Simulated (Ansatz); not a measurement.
# SnSbH₅ (SMILES [SnH3][SbH2]): one structure at several levels

The atoms stand at a structure displaced at random from a GFN2-xTB minimum. How far do the functionals agree with CCSD(T) there?

The runs use Ansatz 0.2.0, Gaussian basis; single points in def2-TZVPP.

Cores are frozen in the correlated methods. Filled d shells of the heavier atoms are correlated. Core potentials replace the inner electrons past krypton, and spin-orbit coupling is left out. B3LYP uses VWN-RPA correlation.

### Step 1. The starting structure

SMILES `[SnH3][SbH2]`, 7 atoms, charge 0, spin multiplicity 1.

Atoms are counted from 1 here; the program's logs count them from 0.

Bond lengths: Sn1–Sb2 2.908 Å, Sn1–H3 1.814 Å, Sn1–H4 1.720 Å, Sn1–H5 1.724 Å, Sb2–H6 1.848 Å, Sb2–H7 1.724 Å. Angles: Sb2–Sn1–H3 114.6°, Sb2–Sn1–H4 113.4°, Sb2–Sn1–H5 125.4°, H3–Sn1–H4 100.2°, H3–Sn1–H5 97.7°, H4–Sn1–H5 101.8°, Sn1–Sb2–H6 88.7°, Sn1–Sb2–H7 90.2°, H6–Sb2–H7 88.2°.

As a file:

```xyz
7
H5SbSn
Sn   -0.7237   -0.4360   -0.4246
Sb    1.7134    0.0395    1.0895
H    -2.0899   -1.1303    0.5451
H    -0.5529   -1.6535   -1.6269
H    -1.6263    0.7664   -1.2680
H     0.9210    1.5430    1.8147
H     2.3159    1.0367   -0.1808
```

### Step 2. CCSD(T)/def2-TZVPP

The input, run/in.yaml:

```yaml
crystal:
  periodic: [false, false, false]
  atoms:
    - {symbol: Sn, position_ang: [-0.723700, -0.436000, -0.424600]}
    - {symbol: Sb, position_ang: [1.713400, 0.039500, 1.089500]}
    - {symbol: H, position_ang: [-2.089900, -1.130300, 0.545100]}
    - {symbol: H, position_ang: [-0.552900, -1.653500, -1.626900]}
    - {symbol: H, position_ang: [-1.626300, 0.766400, -1.268000]}
    - {symbol: H, position_ang: [0.921000, 1.543000, 1.814700]}
    - {symbol: H, position_ang: [2.315900, 1.036700, -0.180800]}
basis:
  gaussian: {orbitals: def2-TZVPP}
correlation: {method: ccsd_t}
output: {forces: true}
```

No record of the launch command was kept for these runs.

### Step 3. PBE0-D4/def2-TZVPP

Changes to run/in.yaml since step 2:

```diff
@@ -12,3 +12,3 @@
   gaussian: {orbitals: def2-TZVPP}
-correlation: {method: ccsd_t}
-output: {forces: true}
+hamiltonian: {xc: pbe0, dispersion: d4}
+output: {forces: true, orbitals: {seedname: orbitals}}
```

### Step 4. wB97M-V/def2-TZVPP

Changes to run/in.yaml since step 3:

```diff
@@ -12,3 +12,3 @@
   gaussian: {orbitals: def2-TZVPP}
-hamiltonian: {xc: pbe0, dispersion: d4}
-output: {forces: true, orbitals: {seedname: orbitals}}
+hamiltonian: {xc: {name: wB97M-V}}
+output: {forces: true}
```

### Step 5. r2SCAN-D4/def2-TZVPP

Changes to run/in.yaml since step 4:

```diff
@@ -12,3 +12,3 @@
   gaussian: {orbitals: def2-TZVPP}
-hamiltonian: {xc: {name: wB97M-V}}
+hamiltonian: {xc: r2scan, dispersion: d4}
 output: {forces: true}
```

### Step 6. PBE-D4/def2-TZVPP

Changes to run/in.yaml since step 5:

```diff
@@ -12,3 +12,3 @@
   gaussian: {orbitals: def2-TZVPP}
-hamiltonian: {xc: r2scan, dispersion: d4}
+hamiltonian: {xc: pbe, dispersion: d4}
 output: {forces: true}
```

### Step 7. B3LYP-D4/def2-TZVPP

Changes to run/in.yaml since step 6:

```diff
@@ -12,3 +12,3 @@
   gaussian: {orbitals: def2-TZVPP}
-hamiltonian: {xc: pbe, dispersion: d4}
+hamiltonian: {xc: {name: B3LYP}, dispersion: d4}
 output: {forces: true}
```

### Step 8. BLYP-D4/def2-TZVPP

Changes to run/in.yaml since step 7:

```diff
@@ -12,3 +12,3 @@
   gaussian: {orbitals: def2-TZVPP}
-hamiltonian: {xc: {name: B3LYP}, dispersion: d4}
+hamiltonian: {xc: {name: BLYP}, dispersion: d4}
 output: {forces: true}
```

(Steps that only read results are left out.)

**Question.** What will these runs give? Wanted: energy less free atoms, CCSD(T)/def2-TZVPP; RMS force component; RMS force error; HOMO and LUMO, PBE0-D4; T1 diagnostic.

The runs gave:

| quantity | value |
| --- | --- |
| energy less free atoms, CCSD(T)/def2-TZVPP | -14.987 eV |
| RMS force component | 0.517 to 0.718 eV/Å over the methods |
| RMS force error | PBE0-D4 0.079, wB97M-V 0.048, r2SCAN-D4 0.091, PBE-D4 0.221, B3LYP-D4 0.128, BLYP-D4 0.262 eV/Å |
| HOMO and LUMO, PBE0-D4 | -7.53 and -1.67 eV |
| T1 diagnostic | 0.015 |

Against CCSD(T) the functionals' energies less atoms differ by -0.492 to +0.007 eV, PBE-D4 by -0.221 eV. A larger basis would deepen the CCSD(T) value, while the functionals are nearly converged already, so the order here is not reliable. The forces of wB97M-V come nearest to CCSD(T), those of BLYP-D4 are farthest. Frozen-core CCSD(T) forces in triple zeta carry basis errors of their own, and this is one geometry, so small gaps rank nothing.
